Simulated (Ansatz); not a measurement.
What does this script print? It uses the Python package of Ansatz (0.2.0).

The script, `liytl2cl6_scf.py`:
```python
"""Self-consistent field of LiYTl2Cl6 at the given structure."""

from collections import Counter
import json
import warnings

import ansatz as az
import pandas as pd


def main() -> None:
    warnings.simplefilter("ignore", az.DeckWarning)

    crystal = (
        az.Lattice.from_parameters(7.339883, 7.339883, 7.339883, alpha=60.0, beta=60.0, gamma=60.0)
        .atom("Li", (0.5, 0.5, 0.5))
        .atom("Y", (0.0, 0.0, 0.0))
        .atom("Tl", (0.25, 0.25, 0.25))
        .atom("Tl", (0.75, 0.75, 0.75))
        .atom("Cl", (0.746865, 0.253135, 0.746865))
        .atom("Cl", (0.746865, 0.746865, 0.253135))
        .atom("Cl", (0.746865, 0.253135, 0.253135))
        .atom("Cl", (0.253135, 0.746865, 0.253135))
        .atom("Cl", (0.253135, 0.253135, 0.746865))
        .atom("Cl", (0.253135, 0.746865, 0.746865))
    )

    # settings of the run
    calc = (
        crystal.calculation()
        .functional("PBEsol", dispersion="D3(BJ)")
        .basis(35 * az.Ry)
        .kpoints(mesh=(3, 3, 3))
        .occupations("fixed")
        .compute(forces=True)
    )
    res = calc.run(events_out="events.ndjson")
    data = res.report
    with open("events.ndjson") as stream:
        kinds = Counter(json.loads(line)["event"] for line in stream)
    print("events:", {kind: kinds[kind] for kind in ("scf_iter", "scf_done", "notice", "finished")})

    n_atoms = len(data["lattice"]["sites"])
    print("F =", round(data["free_energy_ev"], 4), "eV for", n_atoms, "atoms")
    print("E(sigma -> 0) =", round(data["energy_sigma0_ev"], 4), "eV, TS =", round(data["entropy_ts_ev"], 5), "eV")
    print("closed by", data["closed_by"], "after", data["n_iterations"], "iterations")

    # accept the result only where the loop met its thresholds and nothing is doubted
    problems = list(data["published_state_doubts"])
    if not data["converged"] or data.get("closed_by") != "deck_thresholds":
        problems.append("loop closed by " + str(data.get("closed_by")))
    print("accepted" if not problems else f"check before use: {problems}")

    # forces in eV per angstrom
    table = pd.DataFrame(data["forces_ev_ang"], columns=["fx", "fy", "fz"])
    table.insert(0, "atom", [site["symbol"] for site in data["lattice"]["sites"]])
    print(table.round(4).to_string())


if __name__ == "__main__":
    main()
```

```console
$ python liytl2cl6_scf.py
events: {'scf_iter': 6, 'scf_done': 1, 'notice': 3, 'finished': 1}
F = -32973.0625 eV for 10 atoms
E(sigma -> 0) = -32973.0625 eV, TS = 0.0 eV
closed by deck_thresholds after 6 iterations
accepted
  atom      fx      fy      fz
0   Li  0.0000  0.0000 -0.0000
1    Y -0.0000  0.0000 -0.0000
2   Tl  0.0000  0.0000 -0.0000
3   Tl -0.0000 -0.0000  0.0000
4   Cl  0.0858 -0.0496  0.0701
5   Cl  0.0858  0.0496 -0.0701
6   Cl -0.0000 -0.0991 -0.0701
7   Cl -0.0858  0.0496 -0.0701
8   Cl -0.0858 -0.0496  0.0701
9   Cl  0.0000  0.0991  0.0701
```

Absolute energies stand on the zero of these potentials, so only differences at equal settings mean something. A total without «per atom» is that of the cell as typed. No spin polarisation was allowed. Spin-orbit coupling, which matters for elements this heavy, is left out. The structure comes from a database of computed cells and needn't be a stable or known phase. Finished in 4.1 s on 1 thread of Arm Neoverse V2 (shared host), peak memory 0.66 GiB.

(Lines on the test bed's own set-up are left out of the output.)
